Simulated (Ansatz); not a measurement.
# KEu3 (Pm-3m) in Ansatz: equation of state

How stiff is KEu3 in PBE, and what volume does it want? The cell is scaled to several volumes.

Everything below comes from runs of Ansatz 0.2.0. Logs are shortened: lines on timing, memory, paths and dates and some standing lists are left out, and cuts for length are marked.

### 1 The structure

The structure is cubic, space group Pm-3m (No. 221). The conventional cell has a = 5.885 Å, b = 5.885 Å, c = 5.885 Å, α = 90.00°, β = 90.00°, γ = 90.00°. Around Eu (site symmetry 4/mmm) lie 8 Eu at 4.16 Å and 4 K at 4.16 Å. Around K (site symmetry m-3m) lie 12 Eu at 4.16 Å.

The cell comes from a database or a generator and needn't be the stable form of this composition.

### 2 Single point, PBE, collinear spin, ferromagnetic start, 47.90 Å³/atom (volume scaled by 0.94)

input.yaml reads:

```yaml
crystal:
  lattice:
    - [5.7649034332, 0.0, 0.0]
    - [0.0, 5.7649034332, 0.0]
    - [0.0, 0.0, 5.7649034332]
  atoms:
    - { symbol: Eu, position: [0.5, 0.5, 0.0], spin: 7.0 }
    - { symbol: Eu, position: [0.5, 0.0, 0.5], spin: 7.0 }
    - { symbol: Eu, position: [0.0, 0.5, 0.5], spin: 7.0 }
    - { symbol: K, position: [0.0, 0.0, 0.0] }
hamiltonian:
  xc: pbe
  pseudopotentials: { kind: paw }
magnetization:
  spin_polarized: true
kpoints:
  mp_grid: { grid: [5, 5, 5] }
scf:
  occupations: { method: fermi_dirac, width: 0.05 }
output:
  forces: true
  stress: true
  eigenvalues: true
```

Potentials or basis: Ansatz PAW.

Launch:

```console
$ ansatz run input.yaml --threads 2 --pin off --max-ram 5120MiB --backend cpu --events-out ev --progress --plain --runs-dir out
```

The log of the run:

```text
Warning: RAYON_NUM_THREADS=2 ignored (pool sized by the plan → 2); use --threads N
Engine: ansatz 0.2.0, aarch64-unknown-linux-gnu
Pseudopotentials: kind: paw
Pseudopotential: Eu, paw, valence charge 17, recommended cutoff 420 eV (normal), Eu.paw.azcp
Pseudopotential: K, paw, valence charge 9, recommended cutoff 420 eV (normal), K.paw.azcp
Functional definition: PBE
  parameter kappa = 0.804
  parameter beta = 0.06672455060314922
  exchange = pbe_x(kappa = kappa, mu = beta*pi^2/3)
  correlation = pbe_c(beta = beta)
Crystal: 4 atoms, lattice volume = 191.591 Å³
Basis set: ecut = 420 eV, 3743 PW (Γ), exchange–correlation on 80×80×80 points (8 copies of the dense FFT grid, shifted against one another)
Bands: 49, of which v1, the nominal top of the filled ones, is band 30 counted from 1 (29 counted from 0)
Symmetry: 48 space group operations
Space group: Pm-3m (ITA 221), of the structure as read, at distance tolerance 5.8e-5 Å
Magnetic group: BNS 221.92 (UNI 1594), of the structure as read, at distance tolerance 5.8e-5 Å
k-points: 10 of 125
Non-local potential: Eu, projectors of the file, l = 0: 3, l = 1: 2, l = 2: 2, l = 3: 3
Non-local potential: K, projectors of the file, l = 0: 3, l = 1: 2, l = 2: 2
PAW form: soft (Blöchl's): semilocal exchange-correlation on the pseudo side does not see the compensation charge
PAW one-centre angular grid: Eu, 590 points (default); XC on 64 Gauss nodes
PAW one-centre angular grid: K, 110 points (default); XC on 64 Gauss nodes
Initial density: superposition of atomic densities (chi_scale 0.1, normalization cell)
Starting moments: Σ|m| = 21 μB on 3 of 4 sites
Initial wavefunctions: pseudopotential atomic-orbital guess
Functional: x = pbe(κ = 0.804, μ = 0.2195149727645171), c = pbe(β = 0.06672455060314922)
iter 1 solved again at ethr=2.63e-3 eV; its pass at ethr=3.10e-3 eV (dr2=1.58e0 eV) is discarded
SCF iter   1: F=—  HF=-27832.696560 eV  |F-HF|=—  |Δ(HF+E_count)|=         —  Δρ=4.26e-2 (↑4.26e-2 ↓1.58e-2)  dr2=1.58e0  dr2_m=1.42e0  M=22.255 μB ∫|m|=22.255 μB  β_m=0.30  ethr=2.63e-3  ⟨swp⟩=1.0  Hψ=4734  notcnv=0
Mixer restart at iter 1: flushing history
preconditioner: auto → Kerker (q_TF=auto, 2.248 Å⁻¹)  [metal: Δε(μ)=0.027 eV  Ē_g=5.818 eV  σ=0.050 eV  W_gap=0.14  n_scr=32 (ndim 8)  ℏωp=15.6 eV  f_vac=0.000  D(μ)=19.43/eV (n_scr^D=250)]
spin=Collinear: Kerker preconditioning applied to the charge; magnetization (m = ρ↑ − ρ↓) channel mixes plain (no charge-response kernel on spin).
SCF iter   2: F=—  HF=-27833.792767 eV  |F-HF|=—  |Δ(HF+E_count)|=    1.10e0  Δρ=2.61e-2 (↑2.61e-2 ↓1.11e-2)  dr2=5.79e-1  dr2_m=5.80e-1  M=22.290 μB ∫|m|=22.290 μB  β_m=0.46  ethr=2.63e-3  ⟨swp⟩=3.9  Hψ=2070  notcnv=0
SCF iter   3: F=—  HF=-27835.213481 eV  |F-HF|=—  |Δ(HF+E_count)|=    1.42e0  Δρ=1.47e-2 (↑1.47e-2 ↓3.72e-3)  dr2=3.22e-1  dr2_m=1.37e-1  M=22.531 μB ∫|m|=22.531 μB  β_m=0.70  ethr=9.65e-4  ⟨swp⟩=3.6  Hψ=2691  notcnv=0  defer=1
SCF iter   4: F=—  HF=-27836.255813 eV  |F-HF|=—  |Δ(HF+E_count)|=    1.04e0  Δρ=3.96e-3 (↑3.96e-3 ↓2.82e-3)  dr2=1.16e-1  dr2_m=4.52e-3  M=22.824 μB ∫|m|=22.824 μB  β_m=0.85  ethr=5.37e-4  ⟨swp⟩=5.2  Hψ=3115  notcnv=0  defer=53
SCF iter   5: F=—  HF=-27836.347261 eV  |F-HF|=—  |Δ(HF+E_count)|=   9.14e-2  Δρ=1.06e-3 (↑1.06e-3 ↓8.58e-4)  dr2=5.71e-3  dr2_m=5.62e-4  M=22.690 μB ∫|m|=22.690 μB  β_m=0.92  ethr=1.94e-4  ⟨swp⟩=5.5  Hψ=3198  notcnv=0  defer=63
SCF iter   6: F=—  HF=-27836.353519 eV  |F-HF|=—  |Δ(HF+E_count)|=   6.26e-3  Δρ=8.66e-4 (↑8.66e-4 ↓2.80e-4)  dr2=2.42e-3  dr2_m=3.69e-4  M=22.638 μB ∫|m|=22.638 μB  β_m=0.96  ethr=9.52e-6  ⟨swp⟩=3.1  Hψ=2110  notcnv=0  defer=64
SCF iter   7: F=—  HF=-27836.354735 eV  |F-HF|=—  |Δ(HF+E_count)|=   1.22e-3  Δρ=1.22e-4 (↑1.22e-4 ↓7.31e-5)  dr2=1.06e-4  dr2_m=4.42e-6  M=22.604 μB ∫|m|=22.604 μB  β_m=0.98  ethr=4.03e-6  ⟨swp⟩=2.9  Hψ=1961  notcnv=0  defer=64
SCF iter   8: F=—  HF=-27836.354752 eV  |F-HF|=—  |Δ(HF+E_count)|=   1.68e-5  Δρ=4.76e-5 (↑4.76e-5 ↓2.78e-5)  dr2=1.38e-5  dr2_m=6.43e-7  M=22.596 μB ∫|m|=22.596 μB  β_m=0.99  ethr=1.77e-7  ⟨swp⟩=2.6  Hψ=1590  notcnv=0  defer=64
SCF iter   9: F=—  HF=-27836.379275 eV  |F-HF|=—  |Δ(HF+E_count)|=   2.45e-2  Δρ=1.14e-4 (↑1.14e-4 ↓7.35e-5)  dr2=1.33e-4  dr2_m=2.98e-6  M=22.586 μB ∫|m|=22.586 μB  β_m=0.99  ethr=2.31e-8  ⟨swp⟩=3.6  Hψ=2013  notcnv=0  defer=64
SCF iter  10: F=—  HF=-27836.379273 eV  |F-HF|=—  |Δ(HF+E_count)|=   1.58e-6  Δρ=1.25e-4 (↑1.25e-4 ↓7.63e-5)  dr2=1.48e-4  dr2_m=3.79e-6  M=22.587 μB ∫|m|=22.587 μB  β_m=1.00  ethr=2.31e-8  ⟨swp⟩=1.1  Hψ=981  notcnv=0  defer=64
SCF iter  11: F=—  HF=-27836.379281 eV  |F-HF|=—  |Δ(HF+E_count)|=   7.96e-6  Δρ=7.57e-5 (↑7.57e-5 ↓2.85e-5)  dr2=2.50e-5  dr2_m=2.16e-6  M=22.584 μB ∫|m|=22.584 μB  β_m=0.95  ethr=2.31e-8  ⟨swp⟩=2.9  Hψ=1607  notcnv=0  defer=64
SCF iter  12: F=—  HF=-27836.379283 eV  |F-HF|=—  |Δ(HF+E_count)|=   2.36e-6  Δρ=1.50e-5 (↑1.50e-5 ↓1.23e-5)  dr2=1.96e-6  dr2_m=8.85e-8  M=22.583 μB ∫|m|=22.583 μB  β_m=0.97  ethr=2.31e-8  ⟨swp⟩=2.0  Hψ=1560  notcnv=0  defer=64
SCF iter  13: F=—  HF=-27836.379284 eV  |F-HF|=—  |Δ(HF+E_count)|=   1.06e-6  Δρ=5.62e-6 (↑5.62e-6 ↓1.94e-6)  dr2=4.52e-8  dr2_m=1.78e-8  M=22.582 μB ∫|m|=22.582 μB  β_m=0.99  ethr=3.26e-9  ⟨swp⟩=2.1  Hψ=1491  notcnv=0  defer=64
SCF iter  14: F=—  HF=-27836.379285 eV  |F-HF|=—  |Δ(HF+E_count)|=   1.46e-7  Δρ=2.76e-6 (↑2.76e-6 ↓1.69e-6)  dr2=3.31e-8  dr2_m=4.24e-9  M=22.582 μB ∫|m|=22.582 μB  β_m=0.99  ethr=7.54e-11  ⟨swp⟩=3.2  Hψ=1707  notcnv=0  defer=64
SCF iter  15: F=-27836.379285 eV  HF=-27836.379285 eV  |F-HF|=1.22e-9  |Δ(HF+E_count)|=   5.23e-8  Δρ=1.38e-6 (↑1.38e-6 ↓6.99e-7)  dr2=1.68e-8  dr2_m=4.54e-10  M=22.582 μB ∫|m|=22.582 μB  ethr=5.52e-11  ⟨swp⟩=8.5  Hψ=5116  notcnv=0
SCF 1 converged in 15 iterations: F = -27836.379285 eV  dr2 = 1.68e-8
SCF converged after 15 iterations
Magnetization: 22.5821 μB (41.2911 up, 18.7089 down)
Absolute magnetization: 22.5821 μB (∫|ρ↑−ρ↓|, with the PAW one-centre terms)
Spin contamination: 0.0155 ħ² per cell (⟨S²⟩ above its minimum at these occupations)
Per-site moments (μB) at R_I (Å): [(7.191079508537118, 1.681515953081798), (7.191079508537112, 1.681515953081798), (7.191079508537104, 1.681515953081798), (0.09941641806416078, 1.681515953081798)]
Free energy (F): -27836.379285 eV
Harris-Foulkes:  -27836.379285 eV  (|F-HF|=1.22e-9)
Internal energy: -27836.329818 eV  (E = F + TS)
E sigma→0 (E₀):  -27836.354551 eV
Entropy (-TS):   -0.049467 eV (-12.367 meV/atom)
Fermi energy:    6.785388 eV
--- Per-component energies (eV) ---
  E_band       = -350.270078
  E_kinetic    = 1297.161762
  E_local      = -7734.736868  (includes V_loc(G=0)·N_el)
  E_nonlocal   = 1447.976065
  E_hartree    = 3054.827556
  E_xc         = -659.733130
  E_vxc        = -764.091748  (∫ρ·V_xc dr)
  E_paw        = -19953.201283  (= ΣΔE_a)
  E_vpaw       = -706.229667  (= ΣTr[D̂ρ^β])
  E_aug_tail   = -0.000003  (compensation charges beyond the density's cutoff)
  E_ewald      = -5288.623917
  E_smearing   = -0.049467  (= −TS)
  E_closure    = 0.000000  (closes the sum)
  Σ components = -27836.379285   (vs F -27836.379285, Δ=0.00e0)
--- Forces (eV/Å), atoms counted from 1 ---
  atom   1  Eu    -0.00000000    -0.00000000     0.00000000
  atom   2  Eu     0.00000000    -0.00000000     0.00000000
  atom   3  Eu     0.00000000     0.00000000    -0.00000000
  atom   4  K     -0.00000000     0.00000000    -0.00000000
  max |Σ_I F_I| component: 5.64e-29 eV/Å
--- Stress (GPa, compression-positive) ---
        0.282878       0.000000       0.000000
        0.000000       0.282878       0.000000
        0.000000       0.000000       0.282878
  P = ⅓ Tr σ = 0.2829 GPa (2.829 kbar)
--- Band table (eV; the first three rows and the last of 20) ---
  k-point 0 ↑: bands = ["-34.9878", "-34.9701", "-34.9701", "-24.2957", "-13.8685", "-13.8685", "-13.8685", "-13.7642", "-13.7642", "-13.7642", "-13.6692", "-13.6692", "-13.6692", "-7.8239", "-7.8239", "-7.8239", "2.8699", "5.6679", "5.9286", "5.9286", "6.2385", "6.2713", "6.2713", "6.2713", "6.2776", "6.2776", "6.2776", "6.2853", "6.2853", "6.2853", "6.3214", "6.3214", "6.3214", "6.3548", "6.3548", "6.3548", "6.3596", "6.3596", "6.3596", "6.3685", "6.3685", "6.6696", "6.6696", "6.6696", "8.3734", "8.3734", "8.3734", "9.0174", "9.0174"]
  k-point 1 ↑: bands = ["-34.9863", "-34.9716", "-34.9702", "-24.2957", "-13.8581", "-13.8581", "-13.8521", "-13.7675", "-13.7675", "-13.7651", "-13.6880", "-13.6764", "-13.6764", "-7.8273", "-7.8245", "-7.8245", "3.1145", "5.6110", "5.9056", "6.1103", "6.2407", "6.2719", "6.2719", "6.2747", "6.2777", "6.2799", "6.2816", "6.2816", "6.2902", "6.2902", "6.3202", "6.3202", "6.3267", "6.3346", "6.3379", "6.3379", "6.3495", "6.3521", "6.3521", "6.3684", "6.4163", "6.7890", "6.7890", "6.8178", "8.1123", "8.1123", "8.1533", "8.7662", "9.1656"]
  k-point 2 ↑: bands = ["-34.9828", "-34.9750", "-34.9701", "-24.2957", "-13.8364", "-13.8364", "-13.8115", "-13.7774", "-13.7774", "-13.7666", "-13.7325", "-13.6886", "-13.6886", "-7.8329", "-7.8255", "-7.8255", "3.7750", "4.8705", "6.1450", "6.2472", "6.2542", "6.2566", "6.2724", "6.2724", "6.2736", "6.2841", "6.2844", "6.2924", "6.2924", "6.3026", "6.3026", "6.3131", "6.3131", "6.3205", "6.3205", "6.3357", "6.3364", "6.3364", "6.3682", "6.4247", "6.8529", "7.0823", "7.0823", "7.0991", "7.6587", "7.6587", "8.2303", "8.3164", "8.9852"]
  k-point 9 ↓: bands = ["-31.8051", "-31.8028", "-31.8028", "-24.2701", "-11.5385", "-11.4821", "-11.4821", "-11.4819", "-11.2874", "-11.2874", "-11.2818", "-11.2405", "-11.2405", "-7.8041", "-7.8022", "-7.8022", "5.8107", "6.2679", "6.2679", "6.5201", "7.7721", "7.8780", "7.8780", "8.0386", "9.1062", "9.1062", "9.3879", "9.5387", "9.8308", "9.8308", "10.2516", "10.2516", "10.7114", "10.8099", "10.8099", "10.8471", "10.8675", "10.8675", "10.8898", "10.9440", "10.9440", "11.0565", "11.0565", "11.0750", "11.1230", "11.1281", "11.1281", "11.1434", "11.1434"]
```

It took 14 s on 2 threads of Arm Neoverse V1, shared host; peak memory 0.55 GiB.

Results:

```yaml
Free_energy: -27836.3793 eV
Pressure: 0.3 GPa
Band_gap_on_the_k_mesh: none (metal or under the smearing width)
Net_moment: 22.58 μB per cell
Absolute_moment: 22.58 μB per cell
Site_moments: Eu +7.19; K +0.10 μB
```

Caveat: spin-orbit coupling is left out, which moves the levels of the heavy elements; without U or exact exchange the open f shell lies at the Fermi level, which spoils levels, moments and volumes.

### 3 Single point, PBE, collinear spin, ferromagnetic start, 48.92 Å³/atom (volume scaled by 0.96)

Changes to input.yaml since step 2:

```diff
@@ -2,5 +2,5 @@
   lattice:
-    - [5.7649034332, 0.0, 0.0]
-    - [0.0, 5.7649034332, 0.0]
-    - [0.0, 0.0, 5.7649034332]
+    - [5.8055026824, 0.0, 0.0]
+    - [0.0, 5.8055026824, 0.0]
+    - [0.0, 0.0, 5.8055026824]
   atoms:
```

Potentials or basis: Ansatz PAW.

Launch:

```console
$ ansatz run input.yaml --threads 2 --pin off --max-ram 5120MiB --backend cpu --events-out ev --progress --plain --runs-dir out
```

It took 14 s on 2 threads of Arm Neoverse V1, shared host; peak memory 0.55 GiB.

The run converged. Its results:

```
Free energy            : -27836.3839 eV
Pressure               : 0.1 GPa
Band gap on the k mesh : none (metal or under the smearing width)
Net moment             : 22.54 μB per cell
Absolute moment        : 22.54 μB per cell
Site moments           : Eu +7.19; K +0.10 μB
```

Caveat: spin-orbit coupling is left out, which moves the levels of the heavy elements; without U or exact exchange the open f shell lies at the Fermi level, which spoils levels, moments and volumes.

### 4 Single point, PBE, collinear spin, ferromagnetic start, 49.94 Å³/atom (volume scaled by 0.98)

Changes to input.yaml since step 3:

```diff
@@ -2,5 +2,5 @@
   lattice:
-    - [5.8055026824, 0.0, 0.0]
-    - [0.0, 5.8055026824, 0.0]
-    - [0.0, 0.0, 5.8055026824]
+    - [5.8455418971, 0.0, 0.0]
+    - [0.0, 5.8455418971, 0.0]
+    - [0.0, 0.0, 5.8455418971]
   atoms:
```

Launch:

```console
$ ansatz run input.yaml --threads 2 --pin off --max-ram 5120MiB --backend cpu --events-out ev --progress --plain --runs-dir out
```

It took 15 s on 2 threads of Arm Neoverse V1, shared host; peak memory 0.55 GiB.

The run converged. Its results:

| Property | Result |
| --- | --- |
| Free energy | -27836.3837 eV |
| Pressure | -0.1 GPa |
| Band gap on the k mesh | none (metal or under the smearing width) |
| Net moment | 22.51 μB per cell |
| Absolute moment | 22.51 μB per cell |
| Site moments | Eu +7.19; K +0.09 μB |

Caveat: spin-orbit coupling is left out, which moves the levels of the heavy elements; without U or exact exchange the open f shell lies at the Fermi level, which spoils levels, moments and volumes.

### 5 Single point, PBE, collinear spin, ferromagnetic start, 50.96 Å³/atom

Changes to input.yaml since step 4:

```diff
@@ -2,5 +2,5 @@
   lattice:
-    - [5.8455418971, 0.0, 0.0]
-    - [0.0, 5.8455418971, 0.0]
-    - [0.0, 0.0, 5.8455418971]
+    - [5.88504, 0.0, 0.0]
+    - [0.0, 5.88504, 0.0]
+    - [0.0, 0.0, 5.88504]
   atoms:
```

Launch:

```console
$ ansatz run input.yaml --threads 2 --pin off --max-ram 5120MiB --backend cpu --events-out ev --progress --plain --runs-dir out
```

Wall time 15 s (2 threads of Arm Neoverse V1, shared host); peak memory 0.56 GiB.

It converged, with:

* Free energy: -27836.3791 eV
* Pressure: -0.3 GPa
* Band gap on the k mesh: none (metal or under the smearing width)
* Net moment: 22.48 μB per cell
* Absolute moment: 22.48 μB per cell
* Site moments: Eu +7.18; K +0.09 μB

Caveat: spin-orbit coupling is left out, which moves the levels of the heavy elements; without U or exact exchange the open f shell lies at the Fermi level, which spoils levels, moments and volumes.

### 6 Single point, PBE, collinear spin, ferromagnetic start, 51.97 Å³/atom (volume scaled by 1.02)

Changes to input.yaml since step 5:

```diff
@@ -2,5 +2,5 @@
   lattice:
-    - [5.88504, 0.0, 0.0]
-    - [0.0, 5.88504, 0.0]
-    - [0.0, 0.0, 5.88504]
+    - [5.9240149107, 0.0, 0.0]
+    - [0.0, 5.9240149107, 0.0]
+    - [0.0, 0.0, 5.9240149107]
   atoms:
@@ -23 +23,5 @@
   eigenvalues: true
+  write_density: true
+  write_potential: true
+  elf: true
+  volumetric_format: npy
```

Potentials or basis: Ansatz PAW.

Launch:

```console
$ ansatz run input.yaml --threads 2 --pin off --max-ram 5120MiB --backend cpu --events-out ev --progress --plain --runs-dir out
```

Wall time 16 s (2 threads of Arm Neoverse V1, shared host); peak memory 0.55 GiB.

It converged, with:

```
Free energy            : -27836.3704 eV
Pressure               : -0.4 GPa
Band gap on the k mesh : none (metal or under the smearing width)
Net moment             : 22.45 μB per cell
Absolute moment        : 22.45 μB per cell
Site moments           : Eu +7.18; K +0.08 μB
```

Caveat: spin-orbit coupling is left out, which moves the levels of the heavy elements; without U or exact exchange the open f shell lies at the Fermi level, which spoils levels, moments and volumes.

### 7 Single point, PBE, collinear spin, ferromagnetic start, 52.99 Å³/atom (volume scaled by 1.04)

Changes to input.yaml since step 6:

```diff
@@ -2,5 +2,5 @@
   lattice:
-    - [5.9240149107, 0.0, 0.0]
-    - [0.0, 5.9240149107, 0.0]
-    - [0.0, 0.0, 5.9240149107]
+    - [5.9624836179, 0.0, 0.0]
+    - [0.0, 5.9624836179, 0.0]
+    - [0.0, 0.0, 5.9624836179]
   atoms:
@@ -23,5 +23 @@
   eigenvalues: true
-  write_density: true
-  write_potential: true
-  elf: true
-  volumetric_format: npy
```

Launch:

```console
$ ansatz run input.yaml --threads 2 --pin off --max-ram 5120MiB --backend cpu --events-out ev --progress --plain --runs-dir out
```

Wall time 17 s (2 threads of Arm Neoverse V1, shared host); peak memory 0.58 GiB.

Results (log left out):

| Item | Value |
| --- | --- |
| Free energy | -27836.3580 eV |
| Pressure | -0.6 GPa |
| Band gap on the k mesh | none (metal or under the smearing width) |
| Net moment | 22.43 μB per cell |
| Absolute moment | 22.43 μB per cell |
| Site moments | Eu +7.18; K +0.08 μB |

Caveat: spin-orbit coupling is left out, which moves the levels of the heavy elements; without U or exact exchange the open f shell lies at the Fermi level, which spoils levels, moments and volumes.

### 8 Single point, PBE, collinear spin, ferromagnetic start, 54.01 Å³/atom (volume scaled by 1.06)

Changes to input.yaml since step 7:

```diff
@@ -2,5 +2,5 @@
   lattice:
-    - [5.9624836179, 0.0, 0.0]
-    - [0.0, 5.9624836179, 0.0]
-    - [0.0, 0.0, 5.9624836179]
+    - [6.0004622445, 0.0, 0.0]
+    - [0.0, 6.0004622445, 0.0]
+    - [0.0, 0.0, 6.0004622445]
   atoms:
```

Launch:

```console
$ ansatz run input.yaml --threads 2 --pin off --max-ram 5120MiB --backend cpu --events-out ev --progress --plain --runs-dir out
```

Run time: 15 s. Hardware: 2 threads of Arm Neoverse V1, shared host; peak memory 0.58 GiB.

It converged, with:

| Item | Value |
| --- | --- |
| Free energy | -27836.3422 eV |
| Pressure | -0.7 GPa |
| Band gap on the k mesh | none (metal or under the smearing width) |
| Net moment | 22.42 μB per cell |
| Absolute moment | 22.42 μB per cell |
| Site moments | Eu +7.18; K +0.08 μB |

Caveat: spin-orbit coupling is left out, which moves the levels of the heavy elements; without U or exact exchange the open f shell lies at the Fermi level, which spoils levels, moments and volumes.

### 9 Equation of state, PBE, collinear spin, ferromagnetic start

Potentials or basis: Ansatz PAW.

This step only gathers the single runs of the series.

What came out:

```yaml
Equilibrium_volume: 49.38 Å³/atom
Bulk_modulus: 8.8 GPa
Pressure_derivative_of_the_bulk_modulus: 3.3
```

Energy against volume, from the lowest point:
| volume (Å³/atom) | energy (meV/atom) |
| --- | --- |
| 47.898 | 1.16 |
| 48.917 | 0.00 |
| 49.936 | 0.06 |
| 50.955 | 1.21 |
| 51.974 | 3.39 |
| 52.993 | 6.48 |
| 54.012 | 10.44 |

Caveat: spin-orbit coupling is left out, which moves the levels of the heavy elements; without U or exact exchange the open f shell lies at the Fermi level, which spoils levels, moments and volumes.
